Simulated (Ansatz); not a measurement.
# InSi3H9: basis-set convergence

The task here is to estimate one member of a computed series from the others.

Program: Ansatz 0.2.0, Gaussian basis. Level of theory: one geometry, several basis sets. These are calculated values, not measurements.

Plan: PBE0-D4/def2-SVP; ωB97M-V/def2-SVP; PBE0-D4/def2-QZVPP; ωB97M-V/def2-QZVPP; the functionals' def2-TZVPP values are taken from earlier runs.

### Structure used throughout

The geometry comes from an earlier relaxation with PBE0-D4 in a triple-zeta def2 set; it is a stationary point, not always the lowest conformer. In takes the def2 core potential; no spin-orbit term is included.

SMILES `[SiH3][In]([SiH3])[SiH3]`, 13 atoms, charge 0, spin multiplicity 1.

Atoms are counted from 1 here; the program's logs count them from 0.

Bond lengths: Si1–In2 2.584 Å, Si1–H5 1.489 Å, Si1–H6 1.492 Å, Si1–H7 1.490 Å, In2–Si3 2.584 Å, In2–Si4 2.584 Å, Si3–H8 1.490 Å, Si3–H9 1.490 Å, Si3–H10 1.492 Å, Si4–H11 1.490 Å, Si4–H12 1.492 Å, Si4–H13 1.489 Å. Angles: In2–Si1–H5 112.6°, In2–Si1–H6 108.6°, In2–Si1–H7 112.5°, H5–Si1–H6 107.5°, H5–Si1–H7 108.0°, H6–Si1–H7 107.4°, Si1–In2–Si3 119.8°, Si1–In2–Si4 120.1°, Si3–In2–Si4 119.9°, In2–Si3–H8 112.6°, In2–Si3–H9 112.5°, In2–Si3–H10 108.6°, H8–Si3–H9 107.9°, H8–Si3–H10 107.5°, H9–Si3–H10 107.5°, In2–Si4–H11 112.5°, In2–Si4–H12 108.6°, In2–Si4–H13 112.6° and more.

Geometry (Å):

```
Si   -0.5946    2.3256   -0.9477
In    0.0415   -0.0177   -0.0641
Si    2.1223   -0.3028    1.4414
Si   -1.4864   -2.0442   -0.5491
H    -1.3736    2.2679   -2.2159
H    -1.4476    3.0039    0.0716
H     0.5965    3.1895   -1.1795
H     2.7150   -1.6659    1.3450
H     3.1920    0.6860    1.1304
H     1.7159   -0.0907    2.8614
H    -0.7364   -3.3308   -0.5750
H    -2.5062   -2.1424    0.5358
H    -2.2181   -1.9131   -1.8398
```

Set-up of the first run:

File in.yaml:

```yaml
crystal:
  periodic: [false, false, false]
  atoms:
    - {symbol: Si, position_ang: [-0.594581, 2.325609, -0.947683]}
    - {symbol: In, position_ang: [0.041538, -0.017729, -0.064075]}
    - {symbol: Si, position_ang: [2.122302, -0.302775, 1.441376]}
    - {symbol: Si, position_ang: [-1.486419, -2.044156, -0.549074]}
    - {symbol: H, position_ang: [-1.373611, 2.267906, -2.215853]}
    - {symbol: H, position_ang: [-1.447642, 3.003928, 0.071560]}
    - {symbol: H, position_ang: [0.596541, 3.189463, -1.179452]}
    - {symbol: H, position_ang: [2.715026, -1.665861, 1.345013]}
    - {symbol: H, position_ang: [3.192021, 0.685971, 1.130402]}
    - {symbol: H, position_ang: [1.715892, -0.090715, 2.861426]}
    - {symbol: H, position_ang: [-0.736417, -3.330814, -0.574972]}
    - {symbol: H, position_ang: [-2.506237, -2.142383, 0.535832]}
    - {symbol: H, position_ang: [-2.218115, -1.913143, -1.839800]}
basis:
  gaussian: {orbitals: def2-SVP}
hamiltonian: {xc: pbe0, dispersion: d4}
output: {orbitals: {seedname: orbitals}}
```

Started as:

```console
$ ansatz run in.yaml --threads 2 --pin off --events-out ev --progress --plain --max-ram 32768MiB --backend cpu
```

Among the steps run: PBE0-D4 in def2-SVP; ωB97M-V in def2-SVP; PBE0-D4 in def2-QZVPP; ωB97M-V in def2-QZVPP.

One table of the session follows, with a row left open; its other results are not shown here.

```
functional       basis  HOMO (eV)  LUMO (eV)
   PBE0-D4    def2-SVP      -7.07      -2.50
   PBE0-D4  def2-TZVPP      -7.05      -2.53
   PBE0-D4  def2-QZVPP          ?          ?
   ωB97M-V    def2-SVP      -8.94      -0.87
   ωB97M-V  def2-TZVPP      -8.95      -0.94
   ωB97M-V  def2-QZVPP      -8.96      -0.95
```

Q: Estimate the row for PBE0-D4, def2-QZVPP from the others.

**Answer.** HOMO (eV): -7.05; LUMO (eV): -2.54.
